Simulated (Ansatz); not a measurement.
# Au: a tetragonal deformation path

One table from this session's results is given with a row withheld; the runs are named, their logs left out.

Method: DFT PBEsol, scalar-relativistic, plane waves, PAW, in Ansatz 0.2.0.

**The system as given**

The structure is cubic, space group Im-3m (No. 229). Conventional cell: a = 3.315 Å, b = 3.315 Å, c = 3.315 Å, α = 90.00°, β = 90.00°, γ = 90.00°. Around Au (site symmetry m-3m) lie 8 Au at 2.87 Å.

Structure file:

```cif
data_structure
_symmetry_space_group_name_H-M 'P 1'
_symmetry_Int_Tables_number 1
_cell_length_a 2.8705
_cell_length_b 2.8705
_cell_length_c 2.8705
_cell_angle_alpha 109.471
_cell_angle_beta 109.471
_cell_angle_gamma 109.471
_cell_volume 18.21
loop_
_atom_site_label
_atom_site_type_symbol
_atom_site_fract_x
_atom_site_fract_y
_atom_site_fract_z
_atom_site_occupancy
Au1 Au 0.00000 0.00000 0.00000 1
```

It goes back to an entry of the Materials Project, which need not be the stable form.

No relaxation comes first: the listed cell is the starting point.

**The reference cell**

The reference gives a free energy of -13007.0445 eV, pressure -9.39 GPa, largest force 0.000 eV/Å and gap on the mesh none (metal). It was computed beforehand with the settings of the runs below.

The first run:

At fixed volume and fractional coordinates, lengths along (0.000, 0.000, 1.000) are scaled against those across it; ρ is that ratio over its starting value.

Input file input.yaml:

```yaml
crystal:
  lattice:
    - [-1.860315204, 1.860315204, 1.3152428492]
    - [1.860315204, -1.860315204, 1.3152428492]
    - [1.860315204, 1.860315204, -1.3152428492]
  atoms:
    - { symbol: Au, position: [0.0, 0.0, 0.0] }
basis:
  ecutwfc: 420
kpoints:
  mp_grid: { grid: [22, 22, 22] }
hamiltonian:
  xc: pbesol
scf:
  occupations: { method: gaussian, width: 0.15 }
output:
  forces: true
  stress: true
  eigenvalues: true
```

Launch:

```console
$ ansatz run input.yaml --threads 1 --pin off --max-ram 2560MiB --backend cpu --events-out ev --progress --plain --runs-dir out
```

Among the steps run: ρ = 0.707; At ρ = 1.414; At ρ = 0.850; At ρ = 1.200; At ρ = 0.780; Point ρ = 1.300; At ρ = 0.920; ρ = 1.100; Point ρ = 0.650; ρ = 1.500; ρ = 0.960; Point ρ = 1.050.

One table of the session follows, with a row left open; its other results are not shown here.

It belongs to the step «The scan collected». Collected from the runs (energy zero: the undisturbed cell):

| ρ | ΔE (meV/atom) | pressure (GPa) |
| --- | --- | --- |
| 0.650 | 283.6 | 7.1 |
| 0.707 | 65.5 | -2.2 |
| 0.780 | -7.7 | -7.2 |
| 0.850 | ? | ? |
| 0.920 | -2.5 | -9.3 |
| 0.960 | -0.4 | -9.4 |
| 1.000 | 0.0 | -9.4 |
| 1.050 | -0.4 | -9.4 |
| 1.100 | -2.4 | -9.4 |
| 1.200 | -7.4 | -9.4 |
| 1.300 | -13.5 | -9.5 |
| 1.414 | -18.2 | -9.7 |
| 1.500 | -14.8 | -9.6 |

Estimate the missing values for ρ = 0.850.

Worked estimate for «ΔE (meV/atom)». A straight line through the neighbours (0.780, -7.7) and (0.920, -2.5) gives -7.7 + (-2.5 + 7.7) × (0.850 − 0.780) / (0.920 − 0.780) = -5.1; a parabola fitted to 4 rows on both sides gives -24.4.

**Answer.** ΔE (meV/atom): -9.0; pressure (GPa): -8.8. In «ΔE (meV/atom)» the line misses by +3.9 and the parabola by -15.4. Between these rows the values bend or scatter more than so simple an estimate can follow.
